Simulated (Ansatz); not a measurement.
# Li5S3: the cost of one run

Computed with Ansatz 0.2.0 (DFT PBE, scalar-relativistic, plane waves, PAW, unless a step's input says otherwise).

### Step 1. The system as given

It takes space group I-4m2 (No. 119, tetragonal). Conventional cell: a = 7.463 Å, b = 7.463 Å, c = 18.468 Å, α = 90.00°, β = 90.00°, γ = 90.00°. Li (site symmetry m) is surrounded by 2 S at 2.22 Å. Li (site symmetry -4m2) is surrounded by 2 S at 2.22 Å. Around S (site symmetry 2mm) lie 3 Li at 2.22 Å. S (site symmetry -4m2) is surrounded by 4 Li at 2.22 Å.

As a file:

```xyz
8
Lattice="-3.7314 3.7314 9.2339 3.7314 -3.7314 9.2339 3.7314 3.7314 -9.2339" Properties=species:S:1:pos:R:3 pbc="T T T"
Li    0.0000    1.8657    5.8164
Li    3.7314    1.8657   -3.4175
Li    0.0000    0.0000    9.2339
Li    1.8657    0.0000   12.6514
Li    1.8657    3.7314    3.4175
S     0.0000    0.0000    7.0159
S     0.0000    3.7314    4.6170
S     0.0000    0.0000   11.4519
```

A structure generator made this guess: 3-, 4-connected net, bridging atoms on its edges (I-4m2, No. 119). Lengths come from tabulated atomic sizes and are only a guess.

### Step 2. The guess as it stands, on a coarse mesh

File input.yaml:

```yaml
crystal:
  lattice:
    - [-3.73136735, 3.73136735, 9.23391361]
    - [3.73136735, -3.73136735, 9.23391361]
    - [3.73136735, 3.73136735, -9.23391361]
  atoms:
    - { symbol: Li, position: [0.56494962, 0.31494962, 0.25] }
    - { symbol: Li, position: [0.06494962, 0.31494962, 0.75] }
    - { symbol: Li, position: [0.5, 0.5, 0.0] }
    - { symbol: Li, position: [0.68505038, 0.93505038, 0.25] }
    - { symbol: Li, position: [0.68505038, 0.43505038, 0.75] }
    - { symbol: S, position: [0.37989923, 0.37989923, 0.0] }
    - { symbol: S, position: [0.75, 0.25, 0.5] }
    - { symbol: S, position: [0.62010077, 0.62010077, 0.0] }
basis:
  ecutwfc: 420
kpoints:
  mp_grid: { grid: [4, 4, 4] }
hamiltonian:
  xc: pbe
scf:
  occupations: { method: gaussian, width: 0.1 }
  lower_state_search: "off"
output:
  forces: true
  stress: true
  eigenvalues: true
```

Started as:

```console
$ ansatz run input.yaml --threads 1 --pin off --max-ram 2560MiB --backend cpu --events-out ev --progress --plain --runs-dir out
```

Q: Estimate wall time and peak memory on 1 thread of Arm Neoverse V1, shared host.

About 15 s, with a peak of 0.53 GiB.
